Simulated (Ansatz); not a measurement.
# Bi₂B₃−: energies up the ladder

Aim: energies up the ladder, for Bi₂B₃−, with the cost of each level. Charge -1.

Method: the levels named in each step, in Ansatz 0.2.0.

**1. The starting structure**

Bond lengths: Bi1–B2 2.338 Å, B2–B3 1.667 Å, Bi1–Bi4 2.411 Å, B3–Bi4 2.328 Å, Bi1–B5 2.310 Å, B2–B5 1.655 Å, B3–B5 1.654 Å, Bi4–B5 2.316 Å. Angles (14 of 18 angles, heavy atoms first): Bi1–B2–B3 94.5°, Bi1–B2–B5 68.3°, B3–B2–B5 59.7°, B2–Bi1–Bi4 83.6°, B2–Bi1–B5 41.7°, Bi4–Bi1–B5 58.7°, B2–B3–Bi4 103.6°, B2–B3–B5 59.8°, Bi4–B3–B5 68.8°, Bi1–Bi4–B3 77.7°, Bi1–Bi4–B5 58.5°, B3–Bi4–B5 41.7°, Bi1–B5–B2 70.0°, Bi1–B5–B3 95.8°.

As a file:

```xyz
5

Bi   -0.1831    1.1946   -0.0447
B    -2.3451    0.3094   -0.1253
B    -1.8336   -1.2711   -0.2635
Bi    0.4739   -1.1249    0.0091
B    -1.4435   -0.3840    1.0768
```

**2. A rough first relaxation, PBE-D4/def2-SVPD**

File input.yaml:

```yaml
crystal:
  periodic: [false, false, false]
  atoms:
    - { symbol: Bi, position_ang: [-0.18308, 1.19457, -0.04465] }
    - { symbol: B, position_ang: [-2.3451, 0.30936, -0.12525] }
    - { symbol: B, position_ang: [-1.83361, -1.27113, -0.26345] }
    - { symbol: Bi, position_ang: [0.47392, -1.12495, 0.00905] }
    - { symbol: B, position_ang: [-1.44351, -0.38399, 1.07677] }
total_charge: -1
basis:
  gaussian: { orbitals: def2-SVPD }
hamiltonian:
  xc: pbe
  dispersion: d4
relax:
  f_tol: 0.03
  max_steps: 200
```

Started as:

```sh
ansatz run input.yaml --threads 4 --pin off --max-ram 10240MiB --backend cpu --events-out ev --progress --plain --runs-dir out
```

Further steps of the session: Relaxation, PBE0-D4/def2-TZVPPD; Frequencies, PBE0-D4/def2-TZVPPD; Single point, PBE-D4/def2-TZVPPD; Single point, r2SCAN-D4/def2-TZVPPD; Single point, B3LYP-D4/def2-TZVPPD; Single point, wB97M-V/def2-TZVPPD; Single point, B2PLYP/def2-TZVPPD; Single point, LDA/def2-TZVPPD; Single point, PBE0-D4/def2-SVPD; Single point, PBE-D4/def2-SVPD.

Before running it: what results should come out? Wanted: Bi1–B2 at PBE0-D4/def2-TZVPPD; Bi1–Bi4 at PBE0-D4/def2-TZVPPD; Bi1–B5 at PBE0-D4/def2-TZVPPD; frequencies at PBE0-D4/def2-TZVPPD; energy at PBE-D4/def2-SVPD.

**Answer**, as computed:

| quantity | value |
| --- | --- |
| Bi1–B2 at PBE0-D4/def2-TZVPPD | 2.576 Å |
| Bi1–Bi4 at PBE0-D4/def2-TZVPPD | 3.031 Å |
| Bi1–B5 at PBE0-D4/def2-TZVPPD | 2.365 Å |
| frequencies at PBE0-D4/def2-TZVPPD | 104 to 1174 cm⁻¹ |
| energy at PBE-D4/def2-SVPD | -13705.453 eV |

No mode is imaginary, so the geometry is a minimum. These totals serve in differences with atoms or fragments at the same level; alone they don't rank the methods. Heavy atoms carry effective core potentials in def2 sets, and spin-orbit coupling is left out.
